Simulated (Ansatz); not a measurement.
# Cu: the cost of one run

Program: Ansatz 0.2.0. Level of theory: DFT PBEsol, scalar-relativistic, plane waves, PAW. These are calculated values, not measurements.

**1. Starting point**

The structure is hexagonal, space group P6_3/mmc (No. 194). Conventional cell: a = 2.534 Å, b = 2.534 Å, c = 4.113 Å, α = 90.00°, β = 90.00°, γ = 120.00°. Around Cu (site symmetry -6m2) lie 12 Cu at 2.52 to 2.53 Å.

Structure file:

```
CELL_PARAMETERS angstrom
2.53410 0.00000 0.00000
-1.26705 2.19459 0.00000
0.00000 0.00000 4.11257
ATOMIC_POSITIONS crystal
Cu 0.33333 0.66667 0.25000
Cu 0.66667 0.33333 0.75000
```

It goes back to an entry of the Materials Project, which need not be the stable form.

No relaxation comes first: the listed cell is the starting point.

**2. Zero of energy**

The reference gives a free energy of -13177.5302 eV, pressure -1.59 GPa, largest force 0.000 eV/Å and gap on the mesh none (metal). It was computed beforehand with the settings of the runs below.

**3. Next: one atom moved over a plane**

Atom 1 (Cu) is moved by p along (1.000, 0.000, 0.000) and q along (0.000, 1.000, 0.000) (Å), all else fixed; its images in the other cells move with it. Points alike by symmetry are run once.

**4. At p = -0.450, q = -0.450**

File input.yaml:

```yaml
crystal:
  lattice:
    - [2.5340966698, 0.0, 0.0]
    - [-1.2670483349, 2.1945920917, 0.0]
    - [0.0, 0.0, 4.112571]
  atoms:
    - { symbol: Cu, position: [0.0532305142, 0.4616171717, 0.25] }
    - { symbol: Cu, position: [0.6666666667, 0.3333333333, 0.75] }
basis:
  ecutwfc: 420
kpoints:
  mp_grid: { grid: [24, 24, 12] }
hamiltonian:
  xc: pbesol
scf:
  occupations: { method: gaussian, width: 0.15 }
output:
  forces: true
  stress: true
  eigenvalues: true
```

The run is started by

```
$ ansatz run input.yaml --threads 1 --pin off --max-ram 2560MiB --backend cpu --events-out ev --progress --plain --runs-dir out
```

What time and memory should one allow on 1 thread of Intel Xeon at 2.50GHz (Skylake/Cascade Lake), shared host?

About 90 s, with a peak of 1.1 GiB.
